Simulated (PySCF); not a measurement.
# SbS−: from the state search to spectroscopic constants

The task here is to estimate one member of a computed series from the others.

Method: Sb def2-SVPD with ECP28, S def2-SVPD, scalar-relativistic core potentials; program: PySCF 2.14.0.

The first run:

A driver script around PySCF takes these settings:

| Property | Result |
| --- | --- |
| atoms | Sb, S |
| charge | -1 |
| basis | Sb def2-SVPD with ECP28, S def2-SVPD |
| Hamiltonian | scalar-relativistic core potentials |
| basis functions | 59 |
| electrons treated | 40 |
| masses in u | 120.9038, 31.9721 |
| levels | PBE0, PBE, r²SCAN, BHandHLYP, TPSS, PW91, CAM-B3LYP, HF, MP2, SCS-MP2 |
| grid | 80 radial by 434 angular points |
| occupations | held fixed by the projection of orbital angular momentum |
| dissociation limit | Sb + S−, each in its ground configuration |
| starting distance in angstrom | 2.450 |
| values of 2S to try | 0, 2, 4 |

Launch:

```bash
OMP_NUM_THREADS=1 python dia.py task.json out
```

Steps of the session up to this table: The job; First curve: PBE0; Other states along the same grid; PBE (GGA); r²SCAN; BHandHLYP; TPSS (meta-GGA); PW91 (GGA); CAM-B3LYP (range-separated hybrid); UHF (mean field).

One of the session's tables, all rows but one given; the rest of the session is left out.

It belongs to the step «The curves together». Energy (eV) from each level's lowest point:

| R (Å) | UHF | UHF-MP2 | UHF-SCS-MP2 | PBE | PW91 |
| --- | --- | --- | --- | --- | --- |
| 2.017 | 1.379 | 1.466 | 1.489 | 1.475 | 1.471 |
| 2.111 | 0.604 | 0.669 | 0.685 | 0.689 | 0.687 |
| 2.204 | 0.185 | 0.224 | 0.235 | 0.243 | 0.242 |
| 2.275 | 0.040 | 0.058 | 0.064 | 0.070 | 0.070 |
| 2.345 | 0.000 | 0.000 | 0.000 | 0.000 | 0.000 |
| 2.415 | 0.040 | 0.024 | 0.017 | 0.007 | 0.007 |
| 2.509 | ? | ? | ? | ? | ? |
| 2.626 | 0.426 | 0.464 | 0.433 | 0.317 | 0.318 |
| 2.767 | 0.698 | 1.045 | 0.999 | 0.648 | 0.649 |
| 2.955 | 0.925 | 1.604 | 1.536 | 1.132 | 1.133 |

**Question.** Estimate the row for R (Å) = 2.509.

Worked estimate for «UHF». A straight line through the neighbours (2.415, 0.040) and (2.626, 0.426) gives 0.040 + (0.426 − 0.040) × (2.509 − 2.415) / (2.626 − 2.415) = 0.212; a parabola fitted to 4 rows on both sides gives 0.204.

**Answer.** UHF: 0.178; UHF-MP2: 0.153; UHF-SCS-MP2: 0.136; PBE: 0.104; PW91: 0.104. In «UHF» the line misses by +0.034 and the parabola by +0.026.
